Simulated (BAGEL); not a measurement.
# UHF/def2-SVPD (density fitting with qzvpp-jkfit) run of SiNH2Cl2 (SMILES N[Si](Cl)Cl)

What is the vertical ionisation energy of SiNH2Cl2 at UHF/def2-SVPD (density fitting with qzvpp-jkfit)? 

The calculation is run with BAGEL 1.2.2.

2 further runs of the same task are left out: 2 set aside as unsound or not needed. Runs told in other sessions of the task aren't counted.

**1. The system as given**

The species is SiNH2Cl2 (6 atoms), meant as a doublet with charge 0. As SMILES, `N[Si](Cl)Cl`. The shape is that of a PBE0-D4/def2-TZVP optimisation. This is one conformer, not always the lowest.

Bond lengths: N1–Si2 1.704 Å, Si2–Cl3 2.059 Å, Si2–Cl4 2.060 Å, N1–H5 1.008 Å, N1–H6 1.008 Å. Angles: N1–Si2–Cl3 107.0°, N1–Si2–Cl4 107.0°, Cl3–Si2–Cl4 111.6°, Si2–N1–H5 120.2°, Si2–N1–H6 120.2°, H5–N1–H6 112.6°.

**2. A single-point energy at UHF/def2-SVPD (density fitting with qzvpp-jkfit)**

Contents of input.json:

```json
{ "bagel": [

{
  "title": "molecule",
  "basis": "def2-svpd.json",
  "df_basis": "qzvpp-jkfit",
  "angstrom": true,
  "geometry": [
    { "atom": "N", "xyz": [   -0.044400,    0.895300,   -0.153600 ] },
    { "atom": "Si", "xyz": [   -0.339600,   -0.701400,    0.363200 ] },
    { "atom": "Cl", "xyz": [    1.300200,   -1.294100,    1.459200 ] },
    { "atom": "Cl", "xyz": [   -0.574100,   -1.849600,   -1.330500 ] },
    { "atom": "H", "xyz": [    0.310900,    1.580200,    0.495200 ] },
    { "atom": "H", "xyz": [   -0.610900,    1.305500,   -0.879600 ] }
  ]
},
{ "title": "uhf", "charge": 0, "nopen": 1 },
{ "title": "print", "file": "orbitals.molden", "orbitals": true }

]}
```

The basis set def2-SVPD is read from a file made from the Basis Set Exchange's data (not shown).

Launch:

```sh
$ BAGEL_NUM_THREADS=1 BAGEL input.json > input.out
```

The log of the run:

```text
* using 1 threads per process

  ===============================================================
  ===============================================================

  *** Geometry ***

  { "atom" : "N", "xyz" : [     -0.083904,      1.691872,     -0.290262 ] },
  { "atom" : "Si", "xyz" : [     -0.641751,     -1.325454,      0.686349 ] },
  { "atom" : "Cl", "xyz" : [      2.457022,     -2.445495,      2.757488 ] },
  { "atom" : "Cl", "xyz" : [     -1.084892,     -3.495237,     -2.514281 ] },
  { "atom" : "H", "xyz" : [      0.587516,      2.986145,      0.935792 ] },
  { "atom" : "H", "xyz" : [     -1.154434,      2.467037,     -1.662203 ] },

  Number of auxiliary basis functions:      497

  Since a DF basis is specified, we compute 2- and 3-index integrals:
    o Being stored without compression. Storage requirement is 0.052 GB

  Number of basis functions:      114
  Number of electrons      :       57

    * METHOD: MOLECULE                             0.30

  *** Open-shell HF ***

  === Nuclear Repulsion ===
   263.2092823721

      * DIIS with orbital gradients will be used.

  === UHF iteration (def2-svpd.json) ===
      0      -1263.04055631          0.02875897           0.32
      1      -1263.18606361          0.01868822           0.32
      2      -1263.22462666          0.01062224           0.32
      3      -1263.24176510          0.00101329           0.32
      4      -1263.24259411          0.00043172           0.32
      5      -1263.24272635          0.00012529           0.32
      6      -1263.24275610          0.00004538           0.32
      7      -1263.24276169          0.00001809           0.32
      8      -1263.24276278          0.00000701           0.32
      9      -1263.24276307          0.00000297           0.32
     10      -1263.24276310          0.00000143           0.32
     11      -1263.24276311          0.00000056           0.33
     12      -1263.24276311          0.00000027           0.32
     13      -1263.24276311          0.00000014           0.32
     14      -1263.24276311          0.00000007           0.32
     15      -1263.24276311          0.00000003           0.32
     16      -1263.24276311          0.00000001           0.32
     17      -1263.24276311          0.00000001           0.32
    * SCF iteration converged.

    * S^2 (UHF) is 0.7556

    * Permanent dipole moment:
           (    0.442527,    -1.029992,    -0.092213) a.u.

    * METHOD: UHF                                  6.06

    * METHOD: PRINT                                0.03

  ===============================================================
```

It took 6.6 s on 1 thread of Arm Neoverse V1, shared host; peak memory 0.17 GiB.

**3. The singlet cation at the same level**

Contents of hf.json:

```json
{ "bagel" : [

{
  "title" : "molecule",
  "basis" : "def2-svpd.json",
  "df_basis" : "qzvpp-jkfit",
  "angstrom" : "true",
  "geometry" : [
    { "atom" : "N", "xyz" : [   -0.044400,    0.895300,   -0.153600 ] },
    { "atom" : "Si", "xyz" : [   -0.339600,   -0.701400,    0.363200 ] },
    { "atom" : "Cl", "xyz" : [    1.300200,   -1.294100,    1.459200 ] },
    { "atom" : "Cl", "xyz" : [   -0.574100,   -1.849600,   -1.330500 ] },
    { "atom" : "H", "xyz" : [    0.310900,    1.580200,    0.495200 ] },
    { "atom" : "H", "xyz" : [   -0.610900,    1.305500,   -0.879600 ] }
  ]
},
{ "title" : "hf", "charge" : 1 },
{ "title" : "print", "file" : "orbitals.molden", "orbitals" : "true" }

]}
```

The basis set def2-SVPD is read from a file made from the Basis Set Exchange's data (not shown).

Launch:

```sh
$ BAGEL_NUM_THREADS=1 BAGEL hf.json > hf.out
```

The log of the run:

```text
* using 1 threads per process

  ===============================================================
  ===============================================================

  *** Geometry ***

  { "atom" : "N", "xyz" : [     -0.083904,      1.691872,     -0.290262 ] },
  { "atom" : "Si", "xyz" : [     -0.641751,     -1.325454,      0.686349 ] },
  { "atom" : "Cl", "xyz" : [      2.457022,     -2.445495,      2.757488 ] },
  { "atom" : "Cl", "xyz" : [     -1.084892,     -3.495237,     -2.514281 ] },
  { "atom" : "H", "xyz" : [      0.587516,      2.986145,      0.935792 ] },
  { "atom" : "H", "xyz" : [     -1.154434,      2.467037,     -1.662203 ] },

  Number of auxiliary basis functions:      497

  Since a DF basis is specified, we compute 2- and 3-index integrals:
    o Being stored without compression. Storage requirement is 0.052 GB

  Number of basis functions:      114
  Number of electrons      :       57

    * METHOD: MOLECULE                             0.30

  *** RHF ***

  === Nuclear Repulsion ===
   263.2092823721

      * DIIS with orbital gradients will be used.

  === RHF iteration (def2-svpd.json) ===
      0      -1262.71654321          0.01627020           0.16
      1      -1262.85445657          0.01188721           0.15
      2      -1262.93442415          0.00120708           0.15
      3      -1262.93608073          0.00046034           0.15
      4      -1262.93625886          0.00012977           0.15
      5      -1262.93628110          0.00004311           0.16
      6      -1262.93628440          0.00001747           0.15
      7      -1262.93628508          0.00000646           0.15
      8      -1262.93628520          0.00000251           0.15
      9      -1262.93628522          0.00000090           0.15
     10      -1262.93628522          0.00000037           0.15
     11      -1262.93628522          0.00000011           0.15
     12      -1262.93628522          0.00000004           0.15
     13      -1262.93628522          0.00000002           0.15
     14      -1262.93628522          0.00000001           0.15
    * SCF iteration converged.

    * Permanent dipole moment:
           (    1.118447,    -1.361833,    -0.480623) a.u.

    * METHOD: HF                                   2.56

    * METHOD: PRINT                                0.03

  ===============================================================
```

It took 3.3 s on 1 thread of Arm Neoverse V1, shared host; peak memory 0.17 GiB.

**4. Results**

At UHF/def2-SVPD (density fitting with qzvpp-jkfit):

```
                                          quantity           value
                    doublet SiNH2Cl2: total energy  -1263.24276 Eh
                   doublet SiNH2Cl2: dipole moment          2.86 D
                            doublet SiNH2Cl2: ⟨S²⟩           0.756
                      singlet cation: total energy  -1262.93629 Eh
                       singlet cation: HOMO energy       -17.95 eV
                       singlet cation: LUMO energy        -7.21 eV
                     singlet cation: HOMO–LUMO gap        10.74 eV
vertical ionisation energy (to the singlet cation)        8.340 eV
```

In words: Removing an electron at fixed nuclei costs 8.34 eV (192 kcal/mol).
